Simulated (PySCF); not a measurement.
**The bond of BePb−, level by level**

The task here is to estimate one member of a computed series from the others.

Computed with PySCF 2.14.0. Level: Be aug-cc-pVDZ, Pb aug-cc-pVDZ-PP with ECP60, scalar-relativistic core potentials.

2 further runs of the same task are left out: 2 set aside as unsound or not needed.

Set-up of the first run:

A driver script around PySCF takes these settings:

| Item | Value |
| --- | --- |
| atoms | Be, Pb |
| charge | -1 |
| basis | Be aug-cc-pVDZ, Pb aug-cc-pVDZ-PP with ECP60 |
| Hamiltonian | scalar-relativistic core potentials |
| basis functions | 55 |
| electrons treated | 27 |
| masses in u | 9.0122, 207.9766 |
| levels | PBE0, PBE, r²SCAN, TPSS, LDA, PBEsol, HF, MP2, SCS-MP2, CCSD, CCSD(T) |
| grid | 80 radial by 434 angular points |
| occupations | held fixed by the projection of orbital angular momentum |
| dissociation limit | Be + Pb−, each in its ground configuration |
| starting distance in angstrom | 2.455 |
| values of 2S to try | 1, 3 |

Launch:

```console
$ OMP_NUM_THREADS=1 python dia.py task.json out
```

Among the steps run: Input; First curve: PBE0; Excited determinants; PBE; r²SCAN; TPSS (meta-GGA); LDA (local density); PBEsol (GGA); UHF (mean field); MP2 and coupled cluster.

One of the session's tables, all rows but one given; the rest of the session is left out.

It belongs to the step «Constants by level of theory». 

```
      level  Re (Å)  ωe (cm⁻¹)  De (eV)
        UHF   2.637      252.2     0.56
    UHF-MP2   2.493        382     0.98
UHF-SCS-MP2   2.531        361     0.86
   UHF-CCSD   2.570        317     0.78
UHF-CCSD(T)   2.549        336     0.89
        LDA   2.453        401     1.71
        PBE   2.513        365     1.42
     PBEsol   2.489        380     1.53
       TPSS   2.520        360     1.37
     r²SCAN       ?          ?        ?
       PBE0   2.502        367     1.31
```

Q: Estimate the row for r²SCAN from the others.

The run gave: Re (Å): 2.506; ωe (cm⁻¹): 371; De (eV): 1.41. In the column «Re (Å)» it lies between PBE0 (2.502) and PBE (2.513).

De is counted to Be + Pb− in their ground configurations.
